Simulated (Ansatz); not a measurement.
Turn this script for Ansatz's Python interface into the input file that the command-line program reads.

Script `c2h6geo2.py`:
```python
"""C2H6GeO2 through the session interface."""

import ansatz

deck = {
    "crystal": {
        "periodic": [False, False, False],
        "atoms": [
            {"symbol": "C", "position_ang": [-0.4983, 0.3176, 1.84]},
            {"symbol": "O", "position_ang": [0.474, -0.5986, 1.8759]},
            {"symbol": "Ge", "position_ang": [1.3768, -0.4701, 0.3277]},
            {"symbol": "O", "position_ang": [0.537, -1.1971, -1.0045]},
            {"symbol": "C", "position_ang": [0.2177, -0.2056, -1.9617]},
            {"symbol": "H", "position_ang": [-1.1213, 0.3289, 2.7746]},
            {"symbol": "H", "position_ang": [-0.106, 1.3942, 1.7452]},
            {"symbol": "H", "position_ang": [-1.2165, 0.1676, 0.9901]},
            {"symbol": "H", "position_ang": [-0.3857, 0.642, -1.4614]},
            {"symbol": "H", "position_ang": [1.1679, 0.1963, -2.3465]},
            {"symbol": "H", "position_ang": [-0.3804, -0.6322, -2.7588]},
        ],
    },
    "basis": {"gaussian": {"orbitals": "def2-SVP", "nuclear_model": "point"}},
    "correlation": {"method": "mp2"},
}
session = ansatz.Session.from_dict(deck)
rep = session.plan(threads=1).execute().report

for key in ("converged", "free_energy_ev", "reference_energy_ev", "n_frozen", "n_occupied", "n_virtual"):
    print(f"{key:22s} {rep[key]}")
symbols = ["C", "O", "Ge", "O", "C", "H", "H", "H", "H", "H", "H"]
print("correlation energy", round(rep["free_energy_ev"] - rep["reference_energy_ev"], 5), "eV")
cluster = rep["correlation"].get("coupled_cluster")
if cluster:
    print("cycles", cluster["cycles"], " T1 diagnostic", round(cluster["t1_diagnostic"], 4), " largest double", round(cluster["largest_double"], 4))
```

Running `python c2h6geo2.py` prints:
```text
converged              True
free_energy_ev         -62714.5222140584
reference_energy_ev    -62690.909653815535
n_frozen               13
n_occupied             [20, 20]
n_virtual              [85, 85]
correlation energy -23.61256 eV
```

`input.yaml`:
```yaml
crystal:
  periodic: [false, false, false]
  atoms:
    - { symbol: C, position_ang: [-0.4983, 0.3176, 1.84] }
    - { symbol: O, position_ang: [0.474, -0.5986, 1.8759] }
    - { symbol: Ge, position_ang: [1.3768, -0.4701, 0.3277] }
    - { symbol: O, position_ang: [0.537, -1.1971, -1.0045] }
    - { symbol: C, position_ang: [0.2177, -0.2056, -1.9617] }
    - { symbol: H, position_ang: [-1.1213, 0.3289, 2.7746] }
    - { symbol: H, position_ang: [-0.106, 1.3942, 1.7452] }
    - { symbol: H, position_ang: [-1.2165, 0.1676, 0.9901] }
    - { symbol: H, position_ang: [-0.3857, 0.642, -1.4614] }
    - { symbol: H, position_ang: [1.1679, 0.1963, -2.3465] }
    - { symbol: H, position_ang: [-0.3804, -0.6322, -2.7588] }
basis:
  gaussian:
    orbitals: def2-SVP
    nuclear_model: point
correlation:
  method: mp2
```

Reading the output:
- The settings weren't tested for convergence.
- The geometry is a force-field or estimated start, not a minimum of this method, and the basis set is short of its limit.
- Hardware and time: 3.4 s on 1 thread of Arm Neoverse V1 (shared host), peak memory 0.31 GiB.

(Lines on the test bed's own set-up are left out of the output.)
